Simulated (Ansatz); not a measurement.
# C2H2ClGa (SMILES C#[C][GaH][Cl]): functionals against CCSD(T) at one geometry

An exercise on one series of results from a longer session: the logs are not shown, and one member is left open.

Computed with Ansatz 0.2.0, Gaussian basis. Level: single points in def2-TZVPP.

Cores are frozen in the correlated methods. Filled d shells of the heavier atoms are correlated.

### The starting structure

SMILES `C#[C][GaH][Cl]`, 6 atoms, charge 0, spin multiplicity 1.

Atoms are counted from 1 here; the program's logs count them from 0.

Bond lengths: C1–C2 1.235 Å, C1–H5 1.066 Å, C2–Ga3 1.920 Å, Ga3–Cl4 2.094 Å, Ga3–H6 1.543 Å. Angles: C2–C1–H5 176.9°, C1–C2–Ga3 178.4°, C2–Ga3–Cl4 120.7°, C2–Ga3–H6 117.3°, Cl4–Ga3–H6 122.0°.

As a file:

```csv
atom,x (Å),y (Å),z (Å)
C1,1.8158,-0.5689,0.0577
C2,0.6509,-0.1593,0.0760
Ga3,-1.1715,0.4463,0.0637
Cl4,-2.5519,-0.3479,-1.2963
H5,2.8335,-0.8813,0.0047
H6,-1.5644,1.5277,1.0916
```

The first run:

File run/in.yaml:

```yaml
crystal:
  periodic: [false, false, false]
  atoms:
    - {symbol: C, position_ang: [1.815800, -0.568900, 0.057700]}
    - {symbol: C, position_ang: [0.650900, -0.159300, 0.076000]}
    - {symbol: Ga, position_ang: [-1.171500, 0.446300, 0.063700]}
    - {symbol: Cl, position_ang: [-2.551900, -0.347900, -1.296300]}
    - {symbol: H, position_ang: [2.833500, -0.881300, 0.004700]}
    - {symbol: H, position_ang: [-1.564400, 1.527700, 1.091600]}
basis:
  gaussian: {orbitals: def2-TZVPP}
correlation: {method: ccsd_t}
output: {forces: true}
```

The command line of these runs was not kept.

Among the steps run: CCSD(T)/def2-TZVPP; PBE0-D4/def2-TZVPP; wB97M-V/def2-TZVPP; r2SCAN-D4/def2-TZVPP; PBE-D4/def2-TZVPP; r2SCAN0-D4/def2-TZVPP; SPW92/def2-TZVPP.

One table of the session follows, with a row left open; its other results are not shown here.

| method | RMS force component (eV/Å) | angle to CCSD(T) forces (°) | dipole (D) |
| --- | --- | --- | --- |
| CCSD(T) | 0.515 | reference | 1.36 |
| PBE0-D4 | 0.877 | 19.9 | 1.42 |
| wB97M-V | 0.974 | 21.4 | 1.39 |
| r2SCAN-D4 | 0.752 | 15.7 | 1.43 |
| PBE-D4 | 0.623 | 8.7 | 1.34 |
| r2SCAN0-D4 | 0.975 | 23.6 | 1.48 |
| SPW92 | ? | ? | ? |

**Question.** Estimate the row for SPW92.

**Answer.** RMS force component (eV/Å): 0.718; angle to CCSD(T) forces (°): 24.6; dipole (D): 1.38. In the column «RMS force component (eV/Å)» it lies between PBE-D4 (0.623) and r2SCAN-D4 (0.752).
